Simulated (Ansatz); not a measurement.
# C₂HF₃Ge: small, medium and large basis sets

An exercise on one series of results from a longer session: the logs are not shown, and one member is left open.

Method: one geometry, several basis sets; program: Ansatz 0.2.0, Gaussian basis.

The runs, in order: PBE0-D4/def2-SVP; ωB97M-V/def2-SVP; PBE0-D4/def2-QZVPP; ωB97M-V/def2-QZVPP; the functionals' def2-TZVPP values are taken from earlier runs.

### The geometry

The geometry comes from an earlier relaxation with PBE0-D4 in a triple-zeta def2 set; it is a stationary point, not always the lowest conformer.

7 atoms, charge 0, spin multiplicity 1.

Atoms are counted from 1 here; the program's logs count them from 0.

Bond lengths: C1–C2 1.202 Å, C1–H7 1.067 Å, C2–Ge3 1.860 Å, Ge3–F4 1.703 Å, Ge3–F5 1.703 Å, Ge3–F6 1.703 Å. Angles: C2–C1–H7 180.0°, C1–C2–Ge3 180.0°, C2–Ge3–F4 112.1°, C2–Ge3–F5 112.1°, C2–Ge3–F6 112.1°, F4–Ge3–F5 106.7°, F4–Ge3–F6 106.7°, F5–Ge3–F6 106.7°.

Set-up of the first run:

Contents of in.yaml:

```yaml
crystal:
  periodic: [false, false, false]
  atoms:
    - {symbol: C, position_ang: [0.576564, -1.925378, 0.422949]}
    - {symbol: C, position_ang: [0.242531, -0.798916, 0.170398]}
    - {symbol: Ge, position_ang: [-0.274131, 0.944376, -0.220420]}
    - {symbol: F, position_ang: [-1.801075, 1.008027, -0.971545]}
    - {symbol: F, position_ang: [0.820267, 1.717420, -1.271367]}
    - {symbol: F, position_ang: [-0.376067, 1.911876, 1.177204]}
    - {symbol: H, position_ang: [0.873109, -2.925505, 0.647180]}
basis:
  gaussian: {orbitals: def2-SVP}
hamiltonian: {xc: pbe0, dispersion: d4}
output: {orbitals: {seedname: orbitals}}
```

On the command line:

```console
> ansatz run in.yaml --threads 4 --pin off --events-out ev --progress --plain --max-ram 10444MiB
```

Steps of the session up to this table: PBE0-D4 in def2-SVP; ωB97M-V in def2-SVP; PBE0-D4 in def2-QZVPP; ωB97M-V in def2-QZVPP.

One table of the session follows, with a row left open; its other results are not shown here.

It belongs to the step «Functionals by basis». 

| functional | basis | HOMO (eV) |
| --- | --- | --- |
| PBE0-D4 | def2-SVP | -9.61 |
| PBE0-D4 | def2-TZVPP | -9.64 |
| PBE0-D4 | def2-QZVPP | ? |
| ωB97M-V | def2-SVP | -11.88 |
| ωB97M-V | def2-TZVPP | -11.93 |
| ωB97M-V | def2-QZVPP | -11.95 |

Estimate the missing values for PBE0-D4, def2-QZVPP.

The run gave: HOMO (eV): -9.66. In the column «HOMO (eV)» it lies between ωB97M-V, def2-SVP (-11.88) and PBE0-D4, def2-TZVPP (-9.64).
